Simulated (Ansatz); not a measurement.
# MnO2 (Pyrolusite): the cost of one run

Method: DFT PBE+U (U_eff = 3.9 eV on Mn 3d), scalar-relativistic, plane waves, PAW, in Ansatz 0.2.0.

## (1) Starting point

It takes space group P4_2/mnm (No. 136, tetragonal). Conventional cell: a = 4.398 Å, b = 4.398 Å, c = 2.873 Å, α = 90.00°, β = 90.00°, γ = 90.00°. Around Mn (site symmetry mmm) lie 6 O at 1.88 to 1.90 Å. Around O (site symmetry m2m) lie 3 Mn at 1.88 to 1.90 Å.

Structure file:

```
CELL_PARAMETERS angstrom
4.39830 0.00000 0.00000
0.00000 4.39830 0.00000
0.00000 0.00000 2.87300
ATOMIC_POSITIONS crystal
Mn 0.00000 0.00000 0.00000
Mn 0.50000 0.50000 0.50000
O 0.30515 0.30515 0.00000
O 0.19485 0.80515 0.50000
O 0.69485 0.69485 0.00000
O 0.80515 0.19485 0.50000
```

Starting moments: Mn 3.00 μB.

## (2) First run, at the start cell

input.yaml

```yaml
crystal:
  lattice:
    - [4.3983, 0.0, 0.0]
    - [0.0, 4.3983, 0.0]
    - [0.0, 0.0, 2.873]
  atoms:
    - { symbol: Mn, position: [0.0, 0.0, 0.0], spin: 3.0 }
    - { symbol: Mn, position: [0.5, 0.5, 0.5], spin: 3.0 }
    - { symbol: O, position: [0.30515, 0.30515, 0.0] }
    - { symbol: O, position: [0.19485, 0.80515, 0.5] }
    - { symbol: O, position: [0.69485, 0.69485, 0.0] }
    - { symbol: O, position: [0.80515, 0.19485, 0.5] }
basis:
  ecutwfc: 420
  ecutrho_ratio: 4
kpoints:
  mp_grid: { grid: [3, 3, 5] }
hamiltonian:
  xc: pbe
  hubbard: { sites: [{ species: Mn, l: d, u_eff: 3.9 }] }
scf:
  occupations: { method: gaussian, width: 0.05 }
output:
  forces: true
  stress: true
  eigenvalues: true
  populations: true
  hubbard: { sites: [{ species: Mn, l: d }] }
magnetization:
  spin_polarized: true
```

On the command line:

```
$ ansatz run input.yaml --threads 4 --pin off --max-ram 10240MiB --backend cpu --events-out ev --progress --plain --runs-dir out
```

Q: Estimate wall time and peak memory on 4 threads of Intel Xeon Platinum 8259CL at 2.50GHz (Skylake/Cascade Lake), shared host.

About 2.2 s, with a peak of 0.43 GiB.
